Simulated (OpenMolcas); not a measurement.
# GaHSF (SMILES [F][Ga][SH]): levels of theory compared

Wanted: a comparison of 6 runs (UHF/def2-SVP, UHF/aug-cc-pVDZ, UHF/def2-TZVP, UB3LYP/6-31G*, UPBE0/def2-SVP) of GaHSF. 

Program for the calculation: OpenMolcas 26.06.

1 further run of the same task is left out (it didn't finish).

**1. The system as given**

GaHSF: 4 atoms, total charge 0, spin state doublet. SMILES: `[F][Ga][SH]`. Geometry: a GFN2-xTB relaxation, a rough one for these elements and not checked as a minimum.

Bond lengths: F1–Ga2 1.805 Å, Ga2–S3 2.394 Å, S3–H4 1.329 Å. Angles: F1–Ga2–S3 107.3°, Ga2–S3–H4 87.9°.

**2. Energy and forces at UHF/def2-SVP (run 1)**

The input, mol.inp:

```
* FGaHS Hartree-Fock
>>> EXPORT MOLCAS_PRINT=2

&gateway
  baslib=$CurrDir
  coord
  4
  angstrom
  F        0.293550      -0.238760       1.815940
  Ga      -0.999050       0.397600       0.728430
  S       -0.208840       0.175350      -1.520180
  H        0.914330      -0.334190      -1.024190
  basis=def2-SVP
  group=NoSym

&seward

&scf
  uhf
  spin=2
  thresholds=1e-10 1e-07 1e-07 1e-05
  prorbitals=1 2

&alaska
```

The basis set def2-SVP is read from a file made from the Basis Set Exchange's data (not shown).

The run is started by

```console
$ export MOLCAS_MEM=1860
$ pymolcas mol.inp > mol.log
```

Standard output:

```text
--- Start Module: gateway ---
[...]
--- Stop Module: gateway /rc=_RC_ALL_IS_WELL_ ---
[...]
      Basis functions           69
[...]
--- Start Module: scf ---
[...]
       Convergence after  19 Iterations
[...]
::    Total SCF energy                              -2420.3984983274
[...]
      Total spin, S                                     0.5095834973
[...]
      Total electronic charge=   57.000000
      Total            charge=   -0.000000
[...]
      Dipole Moment (debye):
      Origin of the operator (angstrom)=   -0.5710    0.2327    0.2901
                   X= -2.0008E+00               Y=  8.8428E-01               Z=  2.9790E-01           Total=  2.2077E+00
      Quadrupole Moment (debye*angstrom):
[...]
--- Stop Module: scf /rc=_RC_ALL_IS_WELL_ ---
[...]
--- Start Module: alaska ---
[...]
 *              Molecular gradients               *
 **************************************************
  Irreducible representation: a
 ------------------------------------------------------------------------------------------
                              X                       Y                       Z
 ------------------------------------------------------------------------------------------
  F1                1.95690195434004E-02   -9.51752428728447E-03    1.34350420483713E-02
  GA2              -2.84903860714749E-02    1.21444437779221E-02    1.03753324518969E-02
  S3                1.42903597046486E-02   -5.01139476694936E-03   -2.38165531756138E-02
  H4               -5.36899317655237E-03    2.38447527629138E-03    6.17867536334415E-06
 ------------------------------------------------------------------------------------------
--- Stop Module: alaska /rc=_RC_ALL_IS_WELL_ ---
[...]
```

Wall time 6.3 s (1 thread of Arm Neoverse V1, shared host); peak memory 0.41 GiB.

**3. Energy and forces at UHF/aug-cc-pVDZ (run 2)**

The input, test.inp:

```
* FGaHS Hartree-Fock

&gateway
 baslib=$CurrDir
 coord
 4
 angstrom
 F        0.293550      -0.238760       1.815940
 Ga      -0.999050       0.397600       0.728430
 S       -0.208840       0.175350      -1.520180
 H        0.914330      -0.334190      -1.024190
 basis=aug-cc-pVDZ
 group=NoSym

&seward

&scf
 uhf
 spin=2
 thresholds=1e-10 1e-07 1e-07 1e-05
 prorbitals=1 2

&alaska
```

The basis set aug-cc-pVDZ is read from a file made from the Basis Set Exchange's data (not shown).

The run is started by

```console
$ export MOLCAS_MEM=1860
$ pymolcas test.inp > test.log
```

Standard output:

```text
--- Start Module: gateway ---
[...]
--- Stop Module: gateway /rc=_RC_ALL_IS_WELL_ ---
[...]
      Basis functions           95
[...]
--- Start Module: scf ---
[...]
       Convergence after  20 Iterations
[...]
::    Total SCF energy                              -2420.8455103897
[...]
      Total spin, S                                     0.5104676693
[...]
      Total electronic charge=   57.000000
      Total            charge=   -0.000000
[...]
      Dipole Moment (debye):
      Origin of the operator (angstrom)=   -0.5710    0.2327    0.2901
                   X= -2.1208E+00               Y=  9.3879E-01               Z=  2.2101E-01           Total=  2.3298E+00
      Quadrupole Moment (debye*angstrom):
[...]
--- Stop Module: scf /rc=_RC_ALL_IS_WELL_ ---
[...]
--- Start Module: alaska ---
[...]
 *              Molecular gradients               *
 **************************************************
  Irreducible representation: a
 ------------------------------------------------------------------------------------------
                              X                       Y                       Z
 ------------------------------------------------------------------------------------------
  F1                1.72546560150586E-02   -8.33739530989419E-03    1.08833889001794E-02
  GA2              -2.56203447275283E-02    1.08692507178816E-02    1.02456013781751E-02
  S3                1.63211415616153E-02   -6.08589294450693E-03   -1.99146496828284E-02
  H4               -7.95545284922827E-03    3.55403753647643E-03   -1.21434059547032E-03
 ------------------------------------------------------------------------------------------
--- Stop Module: alaska /rc=_RC_ALL_IS_WELL_ ---
[...]
```

Wall time 17 s (1 thread of Arm Neoverse V1, shared host); peak memory 0.52 GiB.

**4. Energy and forces at UHF/def2-TZVP (run 3)**

The input, coord.xyz:

```xyz
4

F      0.293550    -0.238760     1.815940
Ga    -0.999050     0.397600     0.728430
S     -0.208840     0.175350    -1.520180
H      0.914330    -0.334190    -1.024190
```

The input, job.input:

```
* FGaHS Hartree-Fock

&GATEWAY
  BasLib = $CurrDir
  Coord = coord.xyz
  Basis = def2-TZVP
  Group = NoSym

&SEWARD

&SCF
  UHF
  Spin = 2
  Thresholds = 1e-10 1e-07 1e-07 1e-05
  PrOrbitals = 1 1

&ALASKA
```

The basis set def2-TZVP is read from a file made from the Basis Set Exchange's data (not shown).

The run is started by

```console
$ export MOLCAS_MEM=1860
$ pymolcas job.input > job.log
```

Standard output:

```text
--- Start Module: gateway ---
[...]
--- Stop Module: gateway /rc=_RC_ALL_IS_WELL_ ---
[...]
      Basis functions          122
[...]
--- Start Module: scf ---
[...]
       Convergence after  18 Iterations
[...]
::    Total SCF energy                              -2420.9144549067
[...]
      Total spin, S                                     0.5105994068
[...]
      Total electronic charge=   57.000000
      Total            charge=   -0.000000
[...]
      Dipole Moment (debye):
      Origin of the operator (angstrom)=   -0.5710    0.2327    0.2901
                   X= -2.0656E+00               Y=  9.1380E-01               Z=  2.3867E-01           Total=  2.2712E+00
      Quadrupole Moment (debye*angstrom):
[...]
--- Stop Module: scf /rc=_RC_ALL_IS_WELL_ ---
[...]
--- Start Module: alaska ---
[...]
 *              Molecular gradients               *
 **************************************************
  Irreducible representation: a
 ------------------------------------------------------------------------------------------
                              X                       Y                       Z
 ------------------------------------------------------------------------------------------
  F1                2.08061456188418E-02   -1.00963665787965E-02    1.40601349349794E-02
  GA2              -3.01793455353341E-02    1.29046132380246E-02    1.00395629144447E-02
  S3                1.12200522365296E-02   -3.59825893211098E-03   -2.54387185041907E-02
  H4               -1.84685231986137E-03    7.90012272886553E-04    1.33902065483249E-03
 ------------------------------------------------------------------------------------------
--- Stop Module: alaska /rc=_RC_ALL_IS_WELL_ ---
[...]
```

Run time: 32 s. Hardware: 1 thread of Arm Neoverse V1, shared host; peak memory 0.79 GiB.

Runs 4 to 5 aren't shown in full; the table further down has their settings and results.

**5. Energy and forces at UB3LYP/6-31G(d) (Cartesian functions) (run 6)**

The input, mol.xyz:

```xyz
4

F      0.293550    -0.238760     1.815940
Ga    -0.999050     0.397600     0.728430
S     -0.208840     0.175350    -1.520180
H      0.914330    -0.334190    -1.024190
```

The input, mol.inp:

```
* FGaHS Kohn-Sham DFT

&GATEWAY
  BasLib=$CurrDir
  Coord=mol.xyz
  Basis=6-31Gs
  Group=NoSym

&SEWARD
  GridInput
  Grid=UltraFine
  End of Grid

&SCF
  UHF
  Spin=2
  KSDFT=B3LYP
  Thresholds=1e-10 1e-07 1e-07 1e-05
  PrOrbitals=1 1

&ALASKA
```

The basis set 6-31G* is read from a file made from the Basis Set Exchange's data (not shown).

The run is started by

```console
$ export MOLCAS_MEM=1860
$ pymolcas mol.inp > mol.log
```

Standard output:

```text
--- Start Module: gateway ---
[...]
--- Stop Module: gateway /rc=_RC_ALL_IS_WELL_ ---
[...]
      Basis functions           71
[...]
--- Start Module: scf ---
[...]
       Convergence after  18 Iterations
[...]
::    Total KS-DFT energy                           -2423.3028711991
[...]
      Total spin, S                                     0.5023346378
[...]
      Total electronic charge=   57.000000
      Total            charge=   -0.000000
[...]
      Dipole Moment (debye):
      Origin of the operator (angstrom)=   -0.5710    0.2327    0.2901
                   X= -1.2446E+00               Y=  5.5365E-01               Z=  1.7439E-01           Total=  1.3733E+00
      Quadrupole Moment (debye*angstrom):
[...]
--- Stop Module: scf /rc=_RC_ALL_IS_WELL_ ---
[...]
--- Start Module: alaska ---
[...]
 *              Molecular gradients               *
 **************************************************
  Irreducible representation: a
 ------------------------------------------------------------------------------------------
                              X                       Y                       Z
 ------------------------------------------------------------------------------------------
  F1                1.11625138807838E-02   -5.36521415980218E-03    6.34169389552497E-03
  GA2              -1.68099110737998E-02    7.23463553395298E-03    4.99402868015508E-03
  S3                1.68928448175540E-02   -7.01895823360187E-03   -6.54861747216628E-03
  H4               -1.12454476244448E-02    5.14953685942521E-03   -4.78710510351421E-03
 ------------------------------------------------------------------------------------------
--- Stop Module: alaska /rc=_RC_ALL_IS_WELL_ ---
[...]
```

It took 25 s on 1 thread of Arm Neoverse V1, shared host; peak memory 0.42 GiB.

**6. Overview of the runs**

| run | level | integration grid | Cartesian functions | energy (Eh) | dipole moment (D) | HOMO energy (eV) | LUMO energy (eV) | wall time |
| --- | --- | --- | --- | --- | --- | --- | --- | --- |
| 1 | UHF/def2-SVP | – | no | -2420.398498 | 2.21 | -9.86 | -0.59 | 6.3 s |
| 2 | UHF/aug-cc-pVDZ | – | no | -2420.845510 | 2.33 | -10.01 | -0.86 | 17 s |
| 3 | UHF/def2-TZVP | – | no | -2420.914455 | 2.27 | -9.94 | -0.62 | 32 s |
| 4 | UB3LYP/6-31G* (spherical functions) | UltraFine | no | -2423.293982 | 1.36 | -6.92 | -4.58 | 23 s |
| 5 | UPBE0/def2-SVP | UltraFine | no | -2422.593157 | 1.53 | -7.14 | -4.15 | 20 s |
| 6 | UB3LYP/6-31G* (Cartesian functions) | UltraFine | yes | -2423.302871 | 1.37 | -6.90 | -4.57 | 25 s |

**7. What came out**

```
                                 quantity           value
                      run 6: total energy  -2423.30287 Eh
                     run 6: dipole moment          1.37 D
run 6: HOMO energy (highest over α and β)        -6.90 eV
 run 6: LUMO energy (lowest over α and β)        -4.57 eV
                              run 6: ⟨S²⟩           0.755
          run 6: largest force on an atom      0.999 eV/Å
```

The dipole moment (its size) runs from 1.36 D (UB3LYP/6-31G*) to 2.33 D (UHF/aug-cc-pVDZ). The two ends differ in method and basis. Totals of different functionals can't be ranked against each other. All runs together took 2 min, the longest 32 s.
